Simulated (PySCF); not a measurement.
**CaO: from the state search to spectroscopic constants**

One table from this session's results is given with a row withheld; the runs are named, their logs left out.

Computed with PySCF 2.14.0. Level: Ca 6-31G(d,p), O 6-31G(d,p), no relativity.

Set-up of the first run:

Settings of the job:

```json
{
 "atoms": "Ca, O",
 "charge": "0",
 "basis": "Ca 6-31G(d,p), O 6-31G(d,p)",
 "Hamiltonian": "no relativity",
 "basis functions": "46",
 "electrons treated": "28",
 "masses in u": "39.9626, 15.9949",
 "levels": "PBE0, PBE, r²SCAN, LDA, PW91, M06-L, LC-ωPBE, HF, MP2, SCS-MP2, CCSD, CCSD(T)",
 "grid": "80 radial by 434 angular points",
 "occupations": "held fixed by the projection of orbital angular momentum",
 "dissociation limit": "Ca + O, each in its ground configuration",
 "starting distance in angstrom": "2.190",
 "values of 2S to try": "0, 2"
}
```

The run is started by

```bash
> OMP_NUM_THREADS=1 python dia.py task.json out
```

Steps of the session up to this table: The job; First curve: PBE0; Higher solutions at PBE0; PBE (GGA); r²SCAN (meta-GGA); LDA (local density); PW91 (GGA); M06-L (meta-GGA); LC-ωPBE (range-separated hybrid); RHF (mean field); MP2 and coupled cluster.

One of the session's tables, all rows but one given; the rest of the session is left out.

Energy (eV) from each level's lowest point:

```
R (Å)    RHF  RHF-MP2  RHF-SCS-MP2  RHF-CCSD  RHF-CCSD(T)
1.546  1.620    1.865        1.873       n/a          n/a
1.618  0.807    1.009        1.015     0.989        1.190
1.690      ?        ?            ?         ?            ?
1.744  0.093    0.211        0.212     0.196        0.350
1.798  0.000    0.065        0.065     0.055        0.175
1.852  0.003    0.000        0.000     0.000        0.073
1.924  0.124    0.006        0.009     0.030        0.010
2.014  0.413    0.107        0.118     0.187        0.000
2.122  0.885    0.271        0.298     0.477        0.058
2.265  1.567    0.456        0.435       n/a          n/a
```

**Question.** Estimate the row for R (Å) = 1.690.

Worked estimate for «RHF». A straight line through the neighbours (1.618, 0.807) and (1.744, 0.093) gives 0.807 + (0.093 − 0.807) × (1.690 − 1.618) / (1.744 − 1.618) = 0.399; a parabola fitted to 4 rows on both sides gives 0.295.

**Answer.** RHF: 0.304; RHF-MP2: 0.463; RHF-SCS-MP2: 0.466; RHF-CCSD: 0.446; RHF-CCSD(T): 0.623. In «RHF» the line misses by +0.095 and the parabola by -0.009.
